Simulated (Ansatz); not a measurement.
# C4H12Ge (SMILES CC(C)C[GeH3]): RPA@LC-wPBE/6-31G (start density atoms)

Aim: the energy difference between two shapes of C4H12Ge at RPA@LC-wPBE/6-31G (start density atoms), from 2 runs. 

The calculation is run with Ansatz 0.2.0.

5 further runs of the same task are left out: 3 for a known fault of the program, 2 that didn't finish. Runs told in other sessions of the task aren't counted.

## 1. The system as given

C4H12Ge has 17 atoms, charge 0, and is taken as a singlet. SMILES: `CC(C)C[GeH3]`. Geometry: relaxed at PBE0-D4/def2-TZVP. This is one conformer, not always the lowest.

Bond lengths: C1–C2 1.522 Å, C2–C3 1.523 Å, C2–C4 1.528 Å, C4–Ge5 1.962 Å, C1–H6 1.093 Å, C1–H7 1.093 Å, C1–H8 1.095 Å, C2–H9 1.098 Å, C3–H10 1.095 Å, C3–H11 1.093 Å, C3–H12 1.093 Å, C4–H13 1.094 Å, C4–H14 1.096 Å, Ge5–H15 1.540 Å, Ge5–H16 1.540 Å, Ge5–H17 1.542 Å. Some angles: C1–C2–C3 110.6°, C1–C2–C4 112.0°, C3–C2–C4 110.5°, C2–C4–Ge5 115.3°, C1–C2–H9 107.9°, C3–C2–H9 107.8°, C4–C2–H9 108.0°, C2–C1–H6 112.1°, C2–C1–H7 111.0°, C2–C1–H8 110.6°.

## 2. A single-point energy at RPA@LC-wPBE/6-31G (start density atoms)

Input file job.yaml:

```yaml
crystal:
  periodic: [false, false, false]
  atoms:
    - {symbol: C, position_ang: [-1.065300, 0.017030, 1.152400]}
    - {symbol: C, position_ang: [0.340480, -0.122320, 0.586260]}
    - {symbol: C, position_ang: [1.025400, -1.359130, 1.152850]}
    - {symbol: C, position_ang: [0.339950, -0.164700, -0.940670]}
    - {symbol: Ge, position_ang: [-0.357840, 1.442150, -1.825170]}
    - {symbol: H, position_ang: [-1.552680, 0.937300, 0.820530]}
    - {symbol: H, position_ang: [-1.049160, 0.026690, 2.244940]}
    - {symbol: H, position_ang: [-1.693240, -0.822160, 0.835830]}
    - {symbol: H, position_ang: [0.919680, 0.755880, 0.900570]}
    - {symbol: H, position_ang: [0.479460, -2.264940, 0.870230]}
    - {symbol: H, position_ang: [2.047150, -1.455690, 0.777150]}
    - {symbol: H, position_ang: [1.069230, -1.323890, 2.244770]}
    - {symbol: H, position_ang: [1.359330, -0.310640, -1.311300]}
    - {symbol: H, position_ang: [-0.243350, -1.023440, -1.291830]}
    - {symbol: H, position_ang: [0.040890, 1.437230, -3.312590]}
    - {symbol: H, position_ang: [-1.892890, 1.528870, -1.742710]}
    - {symbol: H, position_ang: [0.232900, 2.701760, -1.161270]}
basis:
  gaussian:
    orbitals: 6-31G
hamiltonian:
  xc: {name: LC-wPBE}
  pseudopotentials:
    relativity: none
correlation:
  method: rpa
output:
  orbitals: {seedname: orbitals}
```

Started as:

```console
$ ansatz run job.yaml --threads 1 --pin off --max-ram 3480MiB --events-out events.jsonl --progress --plain --runs-dir runs
```

Standard output:

```text
Warning: RAYON_NUM_THREADS=1 ignored (pool sized by the plan → 1); use --threads N
Functional definition: LC-wPBE
  name "LC-wPBE"
  parameter omega = 0.4/bohr
  exchange = pbe_x_sr(omega) + exact_x_lr(omega)
  correlation = pbe_c
1142 factors; integrals over basis functions are off by at most 4.3e-4 eV
466 factors; integrals over basis functions are off by at most 1.3e-5 eV
mean field evaluation 1: about -60838.6746 eV, gradient 3.5e1 eV
mean field evaluation 2: about -60838.6530 eV, gradient 3.5e1 eV
mean field evaluation 4: about -60841.5106 eV, gradient 2.6e0 eV
mean field evaluation 8: about -60841.5232 eV, gradient 5.6e-2 eV
mean field evaluation 16: about -60841.5232 eV, gradient 3.4e-6 eV
mean field -60841.52317790 eV, -2235.8847369222 hartree, gradient 3.4e-6 eV, S^2 0.000000; 0 other end points of the search recorded, 0 dependent functions left out
13 core orbitals not correlated: weight in the atoms' cores, before any rotation towards them, 1.000 or more for the frozen orbitals, at most 0.000 for the correlated occupied ones
reference -60773.42354528 eV, -2233.3821215831 hartree; 21, 21 occupied and 55, 55 virtual orbitals, 1142 factors
Total energy: -60793.81955315 eV, -2234.1316610474 hartree
```

Run time: 5.1 s. Hardware: 1 thread of Intel Xeon 6975P-C (Granite Rapids), shared host; peak memory 0.2 GiB.

## 3. The distorted shape at the same level

Input file job.yaml:

```yaml
crystal:
  periodic: [false, false, false]
  atoms:
    - {symbol: C, position_ang: [-1.066778, 0.008004, 1.142839]}
    - {symbol: C, position_ang: [0.350390, -0.087259, 0.575700]}
    - {symbol: C, position_ang: [1.050485, -1.355167, 1.129829]}
    - {symbol: C, position_ang: [0.327521, -0.185603, -0.940653]}
    - {symbol: Ge, position_ang: [-0.399092, 1.446636, -1.785394]}
    - {symbol: H, position_ang: [-1.544290, 0.940409, 0.839753]}
    - {symbol: H, position_ang: [-1.055575, 0.058850, 2.237210]}
    - {symbol: H, position_ang: [-1.684313, -0.835707, 0.821615]}
    - {symbol: H, position_ang: [0.907671, 0.716481, 0.871197]}
    - {symbol: H, position_ang: [0.471587, -2.275730, 0.894729]}
    - {symbol: H, position_ang: [2.023965, -1.489236, 0.748743]}
    - {symbol: H, position_ang: [1.062079, -1.318748, 2.246855]}
    - {symbol: H, position_ang: [1.345033, -0.284237, -1.303931]}
    - {symbol: H, position_ang: [-0.231780, -1.040004, -1.280362]}
    - {symbol: H, position_ang: [0.020672, 1.417795, -3.300067]}
    - {symbol: H, position_ang: [-1.910679, 1.559249, -1.720587]}
    - {symbol: H, position_ang: [0.224680, 2.739318, -1.146571]}
basis:
  gaussian:
    orbitals: 6-31G
hamiltonian:
  xc: {name: LC-wPBE}
  pseudopotentials:
    relativity: none
correlation:
  method: rpa
output:
  orbitals: {seedname: orbitals}
```

Started as:

```console
$ ansatz run job.yaml --threads 1 --pin off --max-ram 3480MiB --events-out events.jsonl --progress --plain --runs-dir runs
```

Standard output, cut to the lines that bear on the results:

```text
Warning: RAYON_NUM_THREADS=1 ignored (pool sized by the plan → 1); use --threads N
[... 2 set-up lines as earlier in the session ...]
[...]
1142 factors; integrals over basis functions are off by at most 4.5e-4 eV
466 factors; integrals over basis functions are off by at most 1.2e-5 eV
[...]
mean field -60841.26472903 eV, -2235.8752391013 hartree, gradient 3.2e-6 eV, S^2 0.000000; 0 other end points of the search recorded, 0 dependent functions left out
13 core orbitals not correlated: weight in the atoms' cores, before any rotation towards them, 1.000 or more for the frozen orbitals, at most 0.000 for the correlated occupied ones
reference -60773.20259736 eV, -2233.3740018969 hartree; 21, 21 occupied and 55, 55 virtual orbitals, 1142 factors
Total energy: -60793.56468329 eV, -2234.1222947529 hartree
```

Run time: 6 s. Hardware: 1 thread of Intel Xeon 6975P-C (Granite Rapids), shared host; peak memory 0.21 GiB.

## 4. What came out

At RPA@LC-wPBE/6-31G (start density atoms), 13 core orbitals frozen:

```
                                                   quantity           value
                                  first shape: total energy  -2234.13166 Eh
      first shape: HOMO energy (LC-wPBE Kohn–Sham orbitals)       -10.81 eV
      first shape: LUMO energy (LC-wPBE Kohn–Sham orbitals)         3.41 eV
    first shape: HOMO–LUMO gap (LC-wPBE Kohn–Sham orbitals)        14.22 eV
              first shape: RPA correlation energy (valence)      -749.5 mEh
                              distorted shape: total energy  -2234.12229 Eh
  distorted shape: HOMO energy (LC-wPBE Kohn–Sham orbitals)       -10.61 eV
  distorted shape: LUMO energy (LC-wPBE Kohn–Sham orbitals)         3.41 eV
distorted shape: HOMO–LUMO gap (LC-wPBE Kohn–Sham orbitals)        14.01 eV
          distorted shape: RPA correlation energy (valence)      -748.3 mEh
                     energy change with the atoms displaced        0.255 eV
```

What this shows: With the atoms displaced the energy rises by 0.25 eV (5.9 kcal/mol). The first shape isn't relaxed at this level, so the change isn't measured from a minimum.
